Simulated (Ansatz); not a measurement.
# BClH4N2: the cost of one run

The runs use Ansatz 0.2.0, Gaussian basis; unrestricted cation, the program's frozen cores in correlated methods.

Levels to be run: UKS PBE-D4/def2-TZVPP; UKS r2SCAN-D4/def2-TZVPP; UKS PBE0-D4/def2-TZVPP; UKS B3LYP-D4/def2-TZVPP; UKS wB97X-V/def2-TZVPP; UKS wB97M-V/def2-TZVPP; UKS B2PLYP/def2-TZVPP; UHF-CCSD(T)/def2-TZVPP; UHF-MP2/def2-QZVPP; extrapolation to the limit; then −ε(HOMO) from the neutral's earlier runs with LDA (SPW92), PBE-D4, revPBE-D4, BLYP-D4, r2SCAN-D4, B97M-V, PBE0-D4, B3LYP-D4, r2SCANh-D4, r2SCAN0-D4, HSE06-D4, BHLYP-D4, CAM-B3LYP-D4, LC-ωPBE, ωB97X-V, ωB97M-V.

### 1 Structure used throughout

An earlier PBE0-D4 in a triple-zeta def2 set relaxation fixed the geometry.

SMILES `NB(N)Cl`, 8 atoms, charge 0, spin multiplicity 1.

Atoms are counted from 1 here; the program's logs count them from 0.

Bond lengths: N1–B2 1.404 Å, N1–H5 1.003 Å, N1–H6 1.004 Å, B2–N3 1.404 Å, B2–Cl4 1.790 Å, N3–H7 1.003 Å, N3–H8 1.004 Å. Angles: B2–N1–H5 121.8°, B2–N1–H6 123.7°, H5–N1–H6 114.5°, N1–B2–N3 124.6°, N1–B2–Cl4 117.7°, N3–B2–Cl4 117.7°, B2–N3–H7 121.8°, B2–N3–H8 123.7°, H7–N3–H8 114.5°.

### 2 Cation, UKS PBE-D4/def2-TZVPP

in.yaml

```yaml
crystal:
  periodic: [false, false, false]
  atoms:
    - {symbol: N, position_ang: [-0.208041, 1.232158, -0.182996]}
    - {symbol: B, position_ang: [-0.246561, -0.169739, -0.246700]}
    - {symbol: N, position_ang: [0.583032, -1.024699, 0.496048]}
    - {symbol: Cl, position_ang: [-1.437172, -0.919852, -1.352728]}
    - {symbol: H, position_ang: [-0.821632, 1.803057, -0.733595]}
    - {symbol: H, position_ang: [0.422791, 1.745401, 0.405360]}
    - {symbol: H, position_ang: [0.519284, -2.022357, 0.417362]}
    - {symbol: H, position_ang: [1.280398, -0.701169, 1.141446]}
basis:
  gaussian: {orbitals: def2-TZVPP}
total_charge: 1
magnetization: {spin_polarized: true, initial_magnetization: 1}
hamiltonian: {xc: pbe, dispersion: d4}
```

The run is started by

```
> ansatz run in.yaml --threads 4 --pin off --events-out ev --progress --plain --max-ram 10444MiB
```

**Question.** How long does this run take on 4 threads of Arm Neoverse V2, shared host, and how much memory does it need?

About 9 s, with a peak of 0.44 GiB.
